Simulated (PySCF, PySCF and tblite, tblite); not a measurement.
# C4H6BBrF2: a path driven as rotation about a bond, and NMR exchange

Aim: the barrier and rate of rotation about a bond in C4H6BBrF2 (`C/C(=C/B(F)F)CBr`), and what it does to NMR lines.

Programs: PySCF 2.14.0 with density-fitted response routines of our own, and tblite 0.8.0. All values are computed, except where a source is named. Atoms count from 0 throughout.

### Step 1. The molecule as given

14 atoms, charge 0, multiplicity 1; geometry from: force field or distance geometry start.

Bonds of the start (Å): B3–F4 1.45, B3–F5 1.44, C0–C1 1.50, C0–H10 1.11, C0–H8 1.11, C0–H9 1.10, C1–C2 1.37, C1–C6 1.51, C2–B3 1.57, C2–H11 1.09, C6–Br7 1.94, C6–H12 1.12, C6–H13 1.11.

### Step 2. GFN2-xTB relaxation, start minimum

The job: settings as JSON, then the geometry in Å.

```
{"job": {"xc": "GFN2-xTB", "basis": "xTB", "kind": "relax"}, "charge": 0, "multiplicity": 1}
C     -1.580300    -0.915700    -0.455700
C     -0.369000    -0.136600    -0.041800
C      0.857100    -0.696900    -0.268000
B      2.254800    -0.071700     0.088300
F      3.447700    -0.822700    -0.230700
F      2.390500     1.197500     0.753900
C     -0.543400     1.204200     0.639000
Br    -0.121300     2.645400    -0.584000
H     -2.518600    -0.358900    -0.234900
H     -1.556600    -1.106900    -1.543700
H     -1.629000    -1.885100     0.082500
H      0.886400    -1.665500    -0.759600
H      0.073300     1.272500     1.568200
H     -1.592200     1.339800     0.964300
```

Command:

```sh
$ OMP_NUM_THREADS=1 python ens_run.py task.json out
```

One launch serves the whole session.

Output:

```text
step      E/eV     max force
  0    -719.97241    3.456
  1    -720.34731    2.328
  2    -720.47398    3.017
  3    -720.57285    0.527
  4    -720.59167    0.299
  5    -720.60455    0.187
  6    -720.60695    0.146
  7    -720.61023    0.099
  8    -720.61100    0.105
  9    -720.61239    0.075
 10    -720.61328    0.079
 11    -720.61436    0.089
 12    -720.61561    0.102
 13    -720.61735    0.132
 14    -720.61946    0.142
 15    -720.62208    0.113
 16    -720.62541    0.156
 17    -720.62958    0.184
 18    -720.63409    0.239
 19    -720.63831    0.205
 20    -720.64201    0.149
 21    -720.64494    0.120
 22    -720.64745    0.151
 23    -720.64994    0.186
 24    -720.65262    0.142
 25    -720.65513    0.146
 26    -720.65729    0.180
 27    -720.65926    0.142
 28    -720.66127    0.100
 29    -720.66300    0.099
 30    -720.66421    0.108
 31    -720.66596    0.112
 32    -720.66765    0.104
 33    -720.66945    0.086
 34    -720.67077    0.131
 35    -720.67189    0.080
 36    -720.67252    0.061
 37    -720.67312    0.054
 38    -720.67397    0.070
 39    -720.67513    0.087
 40    -720.67625    0.086
 41    -720.67724    0.085
 42    -720.67803    0.078
 43    -720.67865    0.052
 44    -720.67908    0.059
 45    -720.67934    0.045
 46    -720.67953    0.031
 47    -720.67971    0.034
 48    -720.67989    0.039
 49    -720.68009    0.049
 50    -720.68040    0.054
 51    -720.68099    0.066
 52    -720.68203    0.080
 53    -720.68329    0.086
 54    -720.68434    0.113
 55    -720.68513    0.068
 56    -720.68566    0.081
 57    -720.68609    0.053
 58    -720.68681    0.041
 59    -720.68706    0.034
 60    -720.68722    0.026
 61    -720.68728    0.027
 62    -720.68735    0.025
 63    -720.68743    0.020
 64    -720.68751    0.021
 65    -720.68757    0.016
 66    -720.68762    0.019
 67    -720.68769    0.019
 68    -720.68781    0.030
 69    -720.68799    0.038
 70    -720.68823    0.040
 71    -720.68846    0.037
 72    -720.68862    0.028
 73    -720.68874    0.025
 74    -720.68886    0.027
 75    -720.68896    0.021
 76    -720.68904    0.031
 77    -720.68911    0.024
 78    -720.68922    0.024
 79    -720.68932    0.028
 80    -720.68946    0.028
 81    -720.68958    0.024
 82    -720.68972    0.032
 83    -720.68989    0.043
 84    -720.69014    0.058
 85    -720.69045    0.055
 86    -720.69076    0.051
 87    -720.69112    0.061
 88    -720.69169    0.106
 89    -720.69248    0.133
 90    -720.69202    0.194
 91    -720.69417    0.131
 92    -720.69492    0.064
 93    -720.69594    0.083
 94    -720.69697    0.187
 95    -720.69819    0.103
 96    -720.69912    0.075
 97    -720.70039    0.202
 98    -720.70145    0.096
 99    -720.70211    0.080
100    -720.69945    0.437
101    -720.70461    0.072
102    -720.70574    0.064
103    -720.70361    0.413
104    -720.70842    0.072
105    -720.70950    0.075
106    -720.70965    0.289
107    -720.71230    0.084
108    -720.71334    0.088
109    -720.71560    0.211
110    -720.71715    0.076
111    -720.71787    0.068
112    -720.71867    0.073
113    -720.71909    0.045
114    -720.71938    0.045
115    -720.71965    0.047
116    -720.71985    0.035
117    -720.72007    0.038
118    -720.72019    0.035
119    -720.72029    0.029
120    -720.72043    0.026
121    -720.72065    0.041
122    -720.72082    0.041
123    -720.72093    0.025
124    -720.72100    0.014
125    -720.72103    0.014
126    -720.72105    0.010
127    -720.72106    0.009
128    -720.72107    0.006
129    -720.72107    0.007
130    -720.72108    0.005
131    -720.72108    0.005
132    -720.72108    0.006
133    -720.72108    0.005
134    -720.72109    0.004
135    -720.72109    0.004
136    -720.72109    0.004
137    -720.72109    0.005
138    -720.72110    0.006
139    -720.72110    0.008
140    -720.72111    0.008
141    -720.72111    0.006
142    -720.72112    0.005
143    -720.72112    0.003
144    -720.72112    0.003
145    -720.72112    0.002
```

Wall time 0.94 s (1 thread of Arm Neoverse V1, shared host).

Gain 0.749 eV; displacement 0.53 Å root mean square.

### Step 3. Relaxed scan, rotation

The job: settings as JSON, then the geometry in Å.

```
{"job": {"xc": "GFN2-xTB", "basis": "xTB", "coordinate": [["t", [4, 3, 2, 1], 0.25], ["t", [4, 3, 2, 11], 0.25], ["t", [5, 3, 2, 1], 0.25], ["t", [5, 3, 2, 11], 0.25]], "kind": "drive"}, "charge": 0, "multiplicity": 1}
C     -1.556628    -0.819791    -0.540982
C     -0.309423    -0.171244    -0.038346
C      0.914635    -0.659244    -0.297289
B      2.292020    -0.114755     0.135150
F      3.404921    -0.698457    -0.270706
F      2.504027     0.919549     0.933973
C     -0.532359     1.080890     0.740666
Br    -0.977588     2.543950    -0.498057
H     -2.143941    -0.104080    -1.116502
H     -1.333637    -1.677996    -1.167472
H     -2.170362    -1.146174     0.299023
H      0.955726    -1.562816    -0.893991
H      0.344409     1.411691     1.288094
H     -1.392479     0.998005     1.404274
```

Output:

```text
point  coordinate     E/eV
  0    -71.300     -720.71013
  1    -56.400     -720.68408
  2    -41.500     -720.64033
  3    -26.500     -720.59382
  4    -11.300     -720.55566
  5      3.900     -720.54302
  6     19.100     -720.55662
  7     34.300     -720.59527
  8     49.300     -720.64038
  9     64.200     -720.68373
 10     79.100     -720.71081
 11     93.900     -720.72015
```

Run time: 2.7 s. Hardware: 1 thread of Arm Neoverse V1, shared host.

The highest point is number 5, 3.9 kcal/mol above the first.

### Step 4. Nudged elastic band, leg 1

Changed since step 3:

```diff
@@ -1,2 +1,2 @@
-{"job": {"xc": "GFN2-xTB", "basis": "xTB", "coordinate": [["t", [4, 3, 2, 1], 0.25], ["t", [4, 3, 2, 11], 0.25], ["t", [5, 3, 2, 1], 0.25], ["t", [5, 3, 2, 11], 0.25]], "kind": "drive"}, "charge": 0, "multiplicity": 1}
+{"job": {"xc": "GFN2-xTB", "basis": "xTB", "kind": "neb"}, "charge": 0, "multiplicity": 1}
 C     -1.556628    -0.819791    -0.540982
```

Output:

```text
image   E - E0 / eV
  0       0.0000
  1       0.0384
  2       0.1351
  3       0.1773
  4       0.1065
  5       0.0259
  6       0.0000
```

Wall time 1.5 s (1 thread of Arm Neoverse V1, shared host); peak memory 0.19 GiB.

The highest point is number 3, 4.1 kcal/mol above the first.

### Step 5. Saddle search, leg 1

The job: settings as JSON, then the geometry in Å.

```
{"job": {"xc": "GFN2-xTB", "basis": "xTB", "kind": "saddle"}, "charge": 0, "multiplicity": 1}
C     -1.586609    -0.837200    -0.505859
C     -0.314712    -0.191176    -0.060395
C      0.888387    -0.753075    -0.181884
B      2.257121    -0.128283     0.243151
F      2.931895     0.728437    -0.493587
F      2.857225    -0.437556     1.376795
C     -0.467501     1.158502     0.560835
Br    -0.914047     2.507292    -0.795488
H     -2.139305    -0.161837    -1.158430
H     -1.391207    -1.761197    -1.041512
H     -2.217197    -1.056013     0.356146
H      0.936606    -1.750116    -0.604625
H      0.452698     1.498988     1.033333
H     -1.293354     1.183235     1.271521
```

Output:

```text
step      E/eV     max force
  0    -720.54379   0.0478
  1    -720.54325   0.0906
  2    -720.54365   0.0316
  3    -720.54346   0.0376
  4    -720.54350   0.0060
  5    -720.54350   0.0010
lowest wavenumbers (cm-1): -58.2 33.7 99.4 112.5 133.1 160.2
```

Run time: 2.2 s. Hardware: 1 thread of Arm Neoverse V1, shared host; peak memory 0.19 GiB.

Point group C1; 1 imaginary mode, 58i cm⁻¹, carried by F5, F4. Steps downhill from it reached both ends.

### Step 6. Shieldings, start: PBE/pcSseg-1 in cyclohexane

The job: settings as JSON, then the geometry in Å.

```
{"job": {"kind": "nmr", "xc": "PBE", "basis": "pcSseg-1", "solvent": "cyclohexane", "pop": false}, "charge": 0, "multiplicity": 1}
C     -1.556628    -0.819791    -0.540982
C     -0.309423    -0.171244    -0.038346
C      0.914635    -0.659244    -0.297289
B      2.292020    -0.114755     0.135150
F      3.404921    -0.698457    -0.270706
F      2.504027     0.919549     0.933973
C     -0.532359     1.080890     0.740666
Br    -0.977588     2.543950    -0.498057
H     -2.143941    -0.104080    -1.116502
H     -1.333637    -1.677996    -1.167472
H     -2.170362    -1.146174     0.299023
H      0.955726    -1.562816    -0.893991
H      0.344409     1.411691     1.288094
H     -1.392479     0.998005     1.404274
```

Output:

```text
coarse grid: 58664 points
cycle   1  E = -2953.6087929714  dE = -4.616e-01  |g| = 1.111e+00  |ddm| = 3.525e+00
cycle   2  E = -2953.4283076900  dE =  1.805e-01  |g| = 1.369e+00  |ddm| = 1.403e+00
cycle   3  E = -2953.7108813046  dE = -2.826e-01  |g| = 3.276e-01  |ddm| = 1.101e+00
cycle   4  E = -2953.7254899536  dE = -1.461e-02  |g| = 1.247e-01  |ddm| = 2.884e-01
cycle   5  E = -2953.7287991408  dE = -3.309e-03  |g| = 4.997e-02  |ddm| = 1.439e-01
cycle   6  E = -2953.7293978756  dE = -5.987e-04  |g| = 1.484e-02  |ddm| = 4.891e-02
cycle   7  E = -2953.7294513225  dE = -5.345e-05  |g| = 1.803e-03  |ddm| = 1.477e-02
cycle   8  E = -2953.7294519819  dE = -6.594e-07  |g| = 1.068e-03  |ddm| = 3.136e-03
final grid: 124560 points
cycle   9  E = -2953.7293948120  dE =  5.905e-07  |g| = 1.973e-03  |ddm| = 3.667e-03
cycle  10  E = -2953.7293921841  dE =  2.628e-06  |g| = 3.818e-03  |ddm| = 5.467e-03
cycle  11  E = -2953.7293957583  dE = -3.574e-06  |g| = 3.287e-04  |ddm| = 3.607e-03
cycle  12  E = -2953.7293957815  dE = -2.321e-08  |g| = 7.013e-05  |ddm| = 2.595e-04
cycle  13  E = -2953.7293957828  dE = -1.290e-09  |g| = 1.436e-05  |ddm| = 6.956e-05
cycle  14  E = -2953.7293957828  dE = -5.048e-11  |g| = 3.029e-06  |ddm| = 1.450e-05
converged SCF energy = -2953.7293957828

GIAO shielding tensors (ppm)
atom      isotropic    diamagn.    paramagn.     s11        s22        s33       span
  0 C      152.860     247.567     -94.708    130.686    145.158    182.735     52.049
  1 C        1.810     259.640    -257.830   -121.141    -24.573    151.144    272.285
  2 C       60.637     254.696    -194.059    -28.785     65.594    145.100    173.885
  3 B       73.295     194.434    -121.139     61.856     76.205     81.824     19.969
  4 F      227.388     466.539    -239.151     74.230    270.936    336.998    262.769
  5 F      245.403     471.330    -225.928     89.085    284.836    362.287    273.203
  6 C      136.926     247.348    -110.422    110.116    145.269    155.394     45.278
  7 Br    2049.428    3122.835   -1073.407   1426.272   1708.301   3013.710   1587.437
  8 H       28.581      28.916      -0.335     23.303     30.938     31.503      8.201
  9 H       29.717      30.237      -0.520     25.841     28.537     34.774      8.933
 10 H       29.566      28.758       0.807     25.849     27.825     35.022      9.173
 11 H       25.860      32.391      -6.531     23.457     24.179     29.945      6.489
 12 H       26.471      30.551      -4.079     21.486     24.014     33.914     12.427
 13 H       27.733      29.450      -1.717     22.944     25.752     34.504     11.560
```

Wall time 20 s (1 thread of Arm Neoverse V1, shared host); peak memory 0.83 GiB.

Key values: HOMO -6.67 eV, LUMO -2.70 eV; dipole 3.01 D.

### Step 7. Shieldings, saddle of leg 1: PBE/pcSseg-1 in cyclohexane

The job: settings as JSON, then the geometry in Å.

```
{"job": {"kind": "nmr", "xc": "PBE", "basis": "pcSseg-1", "solvent": "cyclohexane", "pop": false}, "charge": 0, "multiplicity": 1}
C     -1.585729    -0.836903    -0.505231
C     -0.314590    -0.193476    -0.053265
C      0.890520    -0.742628    -0.199722
B      2.259885    -0.127474     0.239019
F      2.976954     0.674297    -0.518741
F      2.817894    -0.392809     1.405103
C     -0.469532     1.151229     0.578808
Br    -0.941680     2.493917    -0.775928
H     -2.109824    -0.179742    -1.198988
H     -1.393285    -1.785072    -0.997783
H     -2.242318    -1.009326     0.347426
H      0.942636    -1.723407    -0.658830
H      0.454941     1.498963     1.037807
H     -1.285871     1.172431     1.300325
```

Output:

```text
coarse grid: 58664 points
cycle   1  E = -2953.5973879124  dE = -4.519e-01  |g| = 1.114e+00  |ddm| = 3.529e+00
cycle   2  E = -2953.4107415220  dE =  1.866e-01  |g| = 1.387e+00  |ddm| = 1.349e+00
cycle   3  E = -2953.7044176433  dE = -2.937e-01  |g| = 3.173e-01  |ddm| = 1.048e+00
cycle   4  E = -2953.7189553006  dE = -1.454e-02  |g| = 8.742e-02  |ddm| = 2.182e-01
cycle   5  E = -2953.7202555902  dE = -1.300e-03  |g| = 3.603e-02  |ddm| = 9.755e-02
cycle   6  E = -2953.7205430094  dE = -2.874e-04  |g| = 1.527e-02  |ddm| = 4.090e-02
cycle   7  E = -2953.7206025664  dE = -5.956e-05  |g| = 1.843e-03  |ddm| = 1.390e-02
cycle   8  E = -2953.7206032857  dE = -7.193e-07  |g| = 9.898e-04  |ddm| = 3.127e-03
final grid: 124560 points
cycle   9  E = -2953.7204895893  dE =  5.303e-07  |g| = 1.841e-03  |ddm| = 4.005e-03
cycle  10  E = -2953.7204870228  dE =  2.566e-06  |g| = 3.656e-03  |ddm| = 5.469e-03
cycle  11  E = -2953.7204904350  dE = -3.412e-06  |g| = 3.836e-04  |ddm| = 3.581e-03
cycle  12  E = -2953.7204904681  dE = -3.313e-08  |g| = 7.815e-05  |ddm| = 3.289e-04
cycle  13  E = -2953.7204904697  dE = -1.621e-09  |g| = 1.331e-05  |ddm| = 7.440e-05
cycle  14  E = -2953.7204904698  dE = -3.911e-11  |g| = 2.282e-06  |ddm| = 1.327e-05
converged SCF energy = -2953.7204904698

GIAO shielding tensors (ppm)
atom      isotropic    diamagn.    paramagn.     s11        s22        s33       span
  0 C      156.920     247.142     -90.222    136.806    149.732    184.223     47.417
  1 C       22.655     259.236    -236.582    -93.741      9.152    152.553    246.295
  2 C       59.234     260.103    -200.869    -29.284     69.712    137.274    166.558
  3 B       69.884     194.960    -125.076     50.507     75.982     83.164     32.657
  4 F      214.234     467.478    -253.244     29.131    253.825    359.745    330.614
  5 F      214.224     467.122    -252.898     30.214    255.468    356.991    326.778
  6 C      129.621     247.711    -118.091    103.835    138.434    146.593     42.759
  7 Br    2109.462    3122.868   -1013.406   1505.557   1823.176   2999.653   1494.096
  8 H       28.766      29.003      -0.237     23.404     31.050     31.842      8.438
  9 H       29.894      30.215      -0.322     26.049     28.538     35.094      9.045
 10 H       29.766      28.879       0.887     26.131     27.705     35.463      9.332
 11 H       25.991      32.319      -6.328     24.363     24.794     28.816      4.453
 12 H       27.775      31.303      -3.529     22.406     26.290     34.627     12.221
 13 H       27.427      29.544      -2.117     22.326     25.999     33.954     11.628
```

Wall time 21 s (1 thread of Arm Neoverse V1, shared host); peak memory 0.86 GiB.

In short: HOMO -6.58 eV, LUMO -1.96 eV; dipole 2.60 D.

### Step 8. The path in numbers

The job: settings as JSON, then the geometry in Å.

```
{"job": {"smiles": "C/C(=C/B(F)F)CBr", "charge": 0, "mult": 1, "motion": "rotation", "what": "aryl or vinyl borane", "atoms": [3, 2], "drives": [{"terms": [["t", [4, 3, 2, 1], 0.25], ["t", [4, 3, 2, 11], 0.25], ["t", [5, 3, 2, 1], 0.25], ["t", [5, 3, 2, 11], 0.25]], "by": 180, "n": 12}], "study": "path", "level": {"kind": "nmr", "xc": "PBE", "basis": "pcSseg-1", "solvent": "cyclohexane"}, "fields": [90, 100, 800], "first": 2, "seed": 716, "kind": "path"}, "charge": 0, "multiplicity": 1}
C     -1.556628    -0.819791    -0.540982
C     -0.309423    -0.171244    -0.038346
C      0.914635    -0.659244    -0.297289
B      2.292020    -0.114755     0.135150
F      3.404921    -0.698457    -0.270706
F      2.504027     0.919549     0.933973
C     -0.532359     1.080890     0.740666
Br    -0.977588     2.543950    -0.498057
H     -2.143941    -0.104080    -1.116502
H     -1.333637    -1.677996    -1.167472
H     -2.170362    -1.146174     0.299023
H      0.955726    -1.562816    -0.893991
H      0.344409     1.411691     1.288094
H     -1.392479     0.998005     1.404274
```

Output:

```text
stationary points (kcal/mol above the start)
  n  kind          group   xTB      DFT    lowest mode
  0  minimum      C1       0.00     0.00      31.0
  1  saddle       C1       4.10     5.61     -58.2
  2  minimum      C1       0.00     0.00      30.8

GFN2-xTB energies: T/K, barrier G, reaction G (kcal/mol), k forward, k back (1/s)
 150.00     3.82     0.00   1.72e+07   1.75e+07
 200.00     3.90     0.00   4.52e+08   4.58e+08
 250.00     4.01     0.01   3.28e+09   3.31e+09
 298.15     4.12     0.01   1.19e+10   1.21e+10
 350.00     4.24     0.01   3.26e+10   3.29e+10
 400.00     4.38     0.01   6.76e+10    6.8e+10
 500.00     4.67     0.00    1.9e+11   1.91e+11

PBE/pcSseg-1 + D3(BJ), IEF-PCM cyclohexane energies: T/K, barrier G, reaction G (kcal/mol), k forward, k back (1/s)
 150.00     5.33     0.00   1.07e+05   1.08e+05
 200.00     5.42     0.00   9.98e+06   1.01e+07
 250.00     5.52     0.00   1.55e+08   1.57e+08
 298.15     5.63     0.00   9.25e+08   9.33e+08
 350.00     5.76     0.00   3.69e+09   3.72e+09
 400.00     5.89     0.00      1e+10   1.01e+10
 500.00     6.18     0.00   4.13e+10   4.15e+10
```

Wall time 51 s (1 thread of Arm Neoverse V1, shared host); peak memory 0.86 GiB. This counts the whole study up to here.

Barriers by level (kcal/mol; entropies in cal/(mol K)). Zero-point and thermal terms come from xTB in every row. ΔG‡ leaves symmetry out; the rate counts equivalent paths (a factor of 2); effective ΔG‡, where given, is the barrier that would give that rate by Eyring's equation alone:

| level | ΔE‡ | with zero-point | ΔH‡ | ΔS‡ | ΔG‡ (298 K) | ΔE of reaction | k at 298 K (1/s) | effective ΔG‡ |
| --- | --- | --- | --- | --- | --- | --- | --- | --- |
| GFN2-xTB | 4.10 | 3.68 | 3.26 | -2.9 | 4.12 | 0.00 | 1.2e+10 | 3.71 |
| PBE/pcSseg-1 + D3(BJ), IEF-PCM cyclohexane | 5.61 | 5.19 | 4.77 | -2.9 | 5.63 | 0.00 | 9.2e+08 | 5.22 |

Sites that the driver pairs across this motion, and where their lines would merge (no couplings; faster rotations or exchange between molecules can average them sooner):

| nucleus | sites: shielding (ppm) | proton frequency (MHz) | spread (Hz) | coalescence (K) | lines at 298 K |
| --- | --- | --- | --- | --- | --- |
| 19F | F4: 227.4; F5: 245.4 | 90 | 1526 | 126 | 1 |
| 19F | F4: 227.4; F5: 245.4 | 100 | 1696 | 127 | 1 |
| 19F | F4: 227.4; F5: 245.4 | 800 | 13566 | 140 | 1 |

### Step 9. Nudged elastic band, band settings drawn wide

The job: settings as JSON, then the geometry in Å.

```
{"job": {"images": 11, "spring": 0.1, "start": "idpp", "climb": true, "fmax": 0.03, "method": "GFN2-xTB", "steps": 200, "xc": "GFN2-xTB", "basis": "xTB", "kind": "neb"}, "charge": 0, "multiplicity": 1}
C     -1.556628    -0.819791    -0.540982
C     -0.309423    -0.171244    -0.038346
C      0.914635    -0.659244    -0.297289
B      2.292020    -0.114755     0.135150
F      3.404921    -0.698457    -0.270706
F      2.504027     0.919549     0.933973
C     -0.532359     1.080890     0.740666
Br    -0.977588     2.543950    -0.498057
H     -2.143941    -0.104080    -1.116502
H     -1.333637    -1.677996    -1.167472
H     -2.170362    -1.146174     0.299023
H      0.955726    -1.562816    -0.893991
H      0.344409     1.411691     1.288094
H     -1.392479     0.998005     1.404274
```

Output:

```text
image   E - E0 / eV
  0       0.0000
  1       0.0004
  2       0.0019
  3       0.0145
  4       0.0852
  5       0.1785
  6       0.0829
  7       0.0154
  8       0.0024
  9       0.0007
 10       0.0000
```

Wall time 5.5 s (1 thread of Arm Neoverse V1, shared host); peak memory 0.29 GiB.

The highest point is number 5, 4.1 kcal/mol above the first.

### Step 10. What came out

```
                                            quantity                              value
barrier (PBE/pcSseg-1 + D3(BJ), IEF-PCM cyclohexane)   ΔE‡ 5.6, ΔG‡(298 K) 5.6 kcal/mol
                                  barrier (GFN2-xTB)                   ΔE‡ 4.1 kcal/mol
                                       rate at 298 K                        9.2e+08 s⁻¹
                                     end of the path  the start, renumbered or mirrored
                               coalescence of 19F F4                   140 K at 800 MHz
```

**Reading.** The barrier is 5.6 kcal/mol at the DFT level (xTB: 4.1); with thermal terms and the count of paths the DFT value gives a rate of 9.2e+08 s⁻¹ at 298 K. An error of 1.4 kcal/mol changes that rate tenfold. The 19F lines of F4 and its partners, 13566 Hz apart at 800 MHz, merge at 140 K, so by this path alone the exchange at 298 K is fast for them; other paths were not followed.
